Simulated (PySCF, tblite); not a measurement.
# C₆H₄F₂N radical: geometry, infrared bands and EPR parameters

Aim: predict the infrared bands and EPR parameters of C₆H₄F₂N radical (`Nc1cc(F)c[c]c1F`).

The runs use tblite 0.8.0 and PySCF 2.14.0, with density-fitted response routines of our own; the level of theory stands in each step. All values are computed, except where a source is named. Atoms count from 0, in the outputs and in this text.

## 1. The molecule as given

13 atoms, charge 0, multiplicity 2; geometry from: force field or distance geometry start.

Bonds of the start (Å): N0–C1 1.44, C1–C2 1.38, C2–C3 1.41, C3–F4 1.36, C3–C5 1.39, C5–C6 1.38, C6–C7 1.39, C7–F8 1.37, C7–C1 1.38, N0–H9 1.06, N0–H10 1.05, C2–H11 1.08, C5–H12 1.08.

## 2. Optimising the geometry with GFN2-xTB

What the job is given:

```
{"job": {"kind": "relax", "xc": "GFN2-xTB", "basis": "xTB"}, "charge": 0, "multiplicity": 2}
N      2.151500     0.314300    -0.138100
C      0.739100     0.031700    -0.055500
C     -0.195600     1.041200    -0.040700
C     -1.564000     0.722700     0.038600
F     -2.515300     1.696900     0.058000
C     -1.895500    -0.624500     0.129000
C     -0.952800    -1.632700     0.126600
C      0.389200    -1.298100     0.044500
F      1.356400    -2.265000     0.035700
H      2.735700     0.237700     0.743000
H      2.570300     0.601700    -1.060100
H      0.111500     2.073500    -0.111300
H     -2.934800    -0.899000     0.212700
```

Launch:

```sh
$ OMP_NUM_THREADS=1 python probes_run.py task.json out
```

One launch serves the whole session: the jobs run in the order shown.

**Question.** This job is followed by: GFN2-xTB harmonic vibrations, gas phase; UKS B3LYP, pcH-1 on C F H N, non-relativistic, mean-field spin-orbit, GIAO. Predict these results of the whole session: strongest single infrared mode (GFN2-xTB); zero-point energy (GFN2-xTB); g(iso) (B3LYP); ⟨S²⟩; largest a(iso) (averaged by class); potential on the surface of density 0.002 e/bohr³, 1st and 99th percentile.

As calculated:

| quantity | value |
| --- | --- |
| strongest single infrared mode (GFN2-xTB) | 485 cm⁻¹, 341 km/mol |
| zero-point energy (GFN2-xTB) | 52.8 kcal/mol |
| g(iso) (B3LYP) | 2.00207 |
| ⟨S²⟩ | 0.757 (exact 0.75) |
| largest a(iso) (averaged by class) | 13C on C6, 410.4 MHz |
| potential on the surface of density 0.002 e/bohr³, 1st and 99th percentile | -0.75 V and 2.14 V |

What this shows: Over 61 steps the energy fell by 0.786 eV; of the close pairs, N0–C1 changed most, 1.443 to 1.368 Å. All 33 modes are real, so the xTB geometry is a minimum. The strongest single mode, at 485 cm⁻¹, has its largest shares on H9, H10 and N0 (the list is cut at 3 atoms). Unscaled tight-binding wavenumbers are off by several per cent, some by more. Its intensities can rank the bands wrongly. Most of the unpaired spin sits on C6 (1.01 e). The isotropic g lies 0.2 ppt below the free-electron value. The conformer search found further structures of the same energy, which may be mirror or relabelled copies of this one.
